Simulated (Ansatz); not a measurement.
# Alloy of MgS and MgSe (6 of 32 S sites exchanged), 64 atoms

How does this alloy cell relax, and what gap do PBEsol and HSE06 give?

Method: density functional theory in Ansatz 0.2.0, PAW datasets, plane waves.

**1. Starting point**

64 atoms (26 S, 6 Se, 32 Mg); a = 10.466 Å, b = 10.466 Å, c = 10.466 Å, α = 90.00°, β = 90.00°, γ = 90.00°. All atoms were shaken off their sites by about 0.02 Å along each axis.

Steps to follow: (2) PBEsol cell relaxation at the single k point (¼, ¼, ¼), on 1 × NVIDIA GB200 with 8 threads of Arm Neoverse-V2; (3) HSE06 single point at the Γ point alone, on 1 × NVIDIA GB200 with 8 threads of Arm Neoverse-V2.

**2. Relaxing cell and atoms with PBEsol**

in.yaml reads:

```yaml
crystal:
  lattice:
    - [10.465712, 0.000000, 0.000000]
    - [0.000000, 10.465712, 0.000000]
    - [0.000000, 0.000000, 10.465712]
  atoms:
    - { symbol: S, position: [0.251194, 0.999424, 0.002979] }
    - { symbol: S, position: [0.249377, 0.000476, 0.504425] }
    - { symbol: S, position: [0.250040, 0.499564, 0.002445] }
    - { symbol: S, position: [0.250697, 0.499009, 0.502526] }
    - { symbol: S, position: [0.750101, 0.500870, 0.999947] }
    - { symbol: S, position: [0.749193, 0.499871, 0.501678] }
    - { symbol: S, position: [0.002658, 0.247707, 0.000814] }
    - { symbol: S, position: [0.002393, 0.248967, 0.501190] }
    - { symbol: S, position: [0.998733, 0.750400, 0.997288] }
    - { symbol: S, position: [0.004454, 0.750365, 0.498318] }
    - { symbol: S, position: [0.498472, 0.250855, 0.000900] }
    - { symbol: S, position: [0.502694, 0.246826, 0.502388] }
    - { symbol: S, position: [0.499927, 0.749784, 0.999484] }
    - { symbol: S, position: [0.500122, 0.749696, 0.501390] }
    - { symbol: S, position: [0.998715, 0.998919, 0.249654] }
    - { symbol: S, position: [0.996661, 0.500414, 0.252988] }
    - { symbol: S, position: [0.000485, 0.498655, 0.754346] }
    - { symbol: S, position: [0.501659, 0.000559, 0.247008] }
    - { symbol: S, position: [0.500571, 0.999972, 0.751372] }
    - { symbol: S, position: [0.498662, 0.498756, 0.248819] }
    - { symbol: S, position: [0.501346, 0.500079, 0.749907] }
    - { symbol: S, position: [0.251186, 0.252365, 0.251868] }
    - { symbol: S, position: [0.249165, 0.250182, 0.749773] }
    - { symbol: S, position: [0.247848, 0.749922, 0.750583] }
    - { symbol: S, position: [0.752016, 0.749781, 0.249767] }
    - { symbol: S, position: [0.749533, 0.747804, 0.750302] }
    - { symbol: Se, position: [0.749363, 0.001107, 0.995509] }
    - { symbol: Se, position: [0.749275, 0.996804, 0.501245] }
    - { symbol: Se, position: [0.999204, 0.002603, 0.749250] }
    - { symbol: Se, position: [0.246864, 0.747186, 0.252682] }
    - { symbol: Se, position: [0.753387, 0.249288, 0.249633] }
    - { symbol: Se, position: [0.746374, 0.251610, 0.748096] }
    - { symbol: Mg, position: [0.998880, 0.999888, 0.997715] }
    - { symbol: Mg, position: [0.998435, 0.997860, 0.499079] }
    - { symbol: Mg, position: [0.000546, 0.497570, 0.998376] }
    - { symbol: Mg, position: [0.999194, 0.501614, 0.500457] }
    - { symbol: Mg, position: [0.500183, 0.999389, 0.998871] }
    - { symbol: Mg, position: [0.497355, 0.001851, 0.498172] }
    - { symbol: Mg, position: [0.500404, 0.497760, 0.003076] }
    - { symbol: Mg, position: [0.499559, 0.498748, 0.503072] }
    - { symbol: Mg, position: [0.248072, 0.252192, 0.999232] }
    - { symbol: Mg, position: [0.251435, 0.248188, 0.502039] }
    - { symbol: Mg, position: [0.249560, 0.752150, 0.998234] }
    - { symbol: Mg, position: [0.248752, 0.751066, 0.502716] }
    - { symbol: Mg, position: [0.751232, 0.250036, 0.002383] }
    - { symbol: Mg, position: [0.749194, 0.251234, 0.499949] }
    - { symbol: Mg, position: [0.747622, 0.748969, 0.000027] }
    - { symbol: Mg, position: [0.748026, 0.751836, 0.499742] }
    - { symbol: Mg, position: [0.250196, 0.998543, 0.249233] }
    - { symbol: Mg, position: [0.246095, 0.001959, 0.751551] }
    - { symbol: Mg, position: [0.249549, 0.500807, 0.249094] }
    - { symbol: Mg, position: [0.250661, 0.499401, 0.750100] }
    - { symbol: Mg, position: [0.745885, 0.999269, 0.252393] }
    - { symbol: Mg, position: [0.751054, 0.000634, 0.747728] }
    - { symbol: Mg, position: [0.751185, 0.500954, 0.249760] }
    - { symbol: Mg, position: [0.748776, 0.500928, 0.748814] }
    - { symbol: Mg, position: [0.001542, 0.248891, 0.249465] }
    - { symbol: Mg, position: [0.003502, 0.252051, 0.751127] }
    - { symbol: Mg, position: [0.003116, 0.749611, 0.249172] }
    - { symbol: Mg, position: [0.002689, 0.751869, 0.747028] }
    - { symbol: Mg, position: [0.499209, 0.249782, 0.248827] }
    - { symbol: Mg, position: [0.497625, 0.249121, 0.749797] }
    - { symbol: Mg, position: [0.498419, 0.753949, 0.248233] }
    - { symbol: Mg, position: [0.500175, 0.752037, 0.748489] }
  symmetry: { detect: false }
kpoints:
  mp_grid: { grid: [1, 1, 1], shift: [0.25, 0.25, 0.25] }
hamiltonian:
  xc: pbesol
scf:
  occupations: { method: fermi_dirac, width: 0.01 }
relax:
  f_tol: 0.03
  max_steps: 80
  escape_saddle: false
  adjacent_minimum: "off"
  cell: { fix: [shape] }
output:
  forces: true
  eigenvalues: true
  populations: true
```

Launch:

```
> ansatz run in.yaml --threads 8 --pin off --max-ram 118750MiB --runs-dir r --events-out ev --progress --plain --backend cuda --devices 0, --max-vram 170GiB
```

The runs that follow: Single point with HSE06.

Before running it: what results should come out? Wanted: for each run, top filled to lowest empty.

**Answer**, as computed:

| level | time | k points | top filled to lowest empty (eV) |
| --- | --- | --- | --- |
| PBEsol, relaxation | 3.6 s (GPU) | (¼, ¼, ¼) | 3.11 |
| HSE06 | 13 s (GPU) | Γ | 3.47 |

```
     quantity                                                                         value
   relaxation                                              4 recorded steps, 0.54 eV gained
largest shift                                                                 0.12 Å (Mg54)
 relaxed cell  a = 10.469 Å, b = 10.469 Å, c = 10.469 Å, α = 90.00°, β = 90.00°, γ = 90.00°
   mean bonds                                                     Mg–S 2.607, Mg–Se 2.663 Å
```

**What this shows.** The relaxation lowers the energy by 0.54 eV; the largest shift is 0.12 Å (Mg54), while the volume changes by +0.1 %. The mean lengths of the listed bonds run from Mg–S 2.61 Å to Mg–Se 2.66 Å. The relaxation ran on other k points, so part of any difference from the later rows can come from the mesh. No spin–orbit coupling is included; with elements this heavy it would shift the edges. With one k point the spacing samples only the states that fold onto it, so it can exceed the gap over the zone.
